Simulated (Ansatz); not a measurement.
**AlBrH₄Si (SMILES [SiH3][AlH][Br]): single points off equilibrium**

One table from this session's results is given with a row withheld; the runs are named, their logs left out.

Method: single points in def2-TZVPP; program: Ansatz 0.2.0, Gaussian basis.

Correlated methods freeze the cores. Filled d shells of the heavier atoms are correlated.

### The system as given

SMILES `[SiH3][AlH][Br]`, 7 atoms, charge 0, spin multiplicity 1.

Atoms are counted from 1 here; the program's logs count them from 0.

Bond lengths: Si1–Al2 2.444 Å, Si1–H4 1.475 Å, Si1–H5 1.472 Å, Si1–H6 1.442 Å, Al2–Br3 2.255 Å, Al2–H7 1.602 Å. Angles: Al2–Si1–H4 113.6°, Al2–Si1–H5 114.5°, Al2–Si1–H6 113.7°, H4–Si1–H5 102.8°, H4–Si1–H6 106.1°, H5–Si1–H6 105.0°, Si1–Al2–Br3 128.6°, Si1–Al2–H7 122.0°, Br3–Al2–H7 109.3°.

Geometry (Å):

```
Si   -0.92820    0.55100   -0.33790
Al    1.11910   -0.50120    0.48310
Br    1.90850   -2.56920    0.05150
H    -1.98410   -0.41410   -0.69820
H    -0.76080    1.32930   -1.57610
H    -1.52750    1.46680    0.60130
H     2.08040    0.22180    1.54080
```

Set-up of the first run:

run/in.yaml

```yaml
crystal:
  periodic: [false, false, false]
  atoms:
    - {symbol: Si, position_ang: [-0.928200, 0.551000, -0.337900]}
    - {symbol: Al, position_ang: [1.119100, -0.501200, 0.483100]}
    - {symbol: Br, position_ang: [1.908500, -2.569200, 0.051500]}
    - {symbol: H, position_ang: [-1.984100, -0.414100, -0.698200]}
    - {symbol: H, position_ang: [-0.760800, 1.329300, -1.576100]}
    - {symbol: H, position_ang: [-1.527500, 1.466800, 0.601300]}
    - {symbol: H, position_ang: [2.080400, 0.221800, 1.540800]}
basis:
  gaussian: {orbitals: def2-TZVPP}
correlation: {method: ccsd_t}
output: {forces: true}
```

The command line of these runs was not kept.

Among the steps run: CCSD(T)/def2-TZVPP; PBE0-D4/def2-TZVPP; wB97M-V/def2-TZVPP; r2SCAN-D4/def2-TZVPP; PBE-D4/def2-TZVPP; r2SCAN0-D4/def2-TZVPP; revPBE-D4/def2-TZVPP.

One of the session's tables, all rows but one given; the rest of the session is left out.

| method | RMS force component (eV/Å) | angle to CCSD(T) forces (°) | dipole (D) |
| --- | --- | --- | --- |
| CCSD(T) | 0.355 | reference | 1.04 |
| PBE0-D4 | 0.356 | 8.4 | 1.12 |
| wB97M-V | 0.343 | 7.8 | 1.12 |
| r2SCAN-D4 | ? | ? | ? |
| PBE-D4 | 0.384 | 20.5 | 1.00 |
| r2SCAN0-D4 | 0.346 | 6.3 | 1.15 |
| revPBE-D4 | 0.399 | 21.7 | 0.98 |

**Question.** Estimate the row for r2SCAN-D4.

The run gave: RMS force component (eV/Å): 0.351; angle to CCSD(T) forces (°): 7.5; dipole (D): 1.07. In the column «RMS force component (eV/Å)» it lies between r2SCAN0-D4 (0.346) and CCSD(T) (0.355).
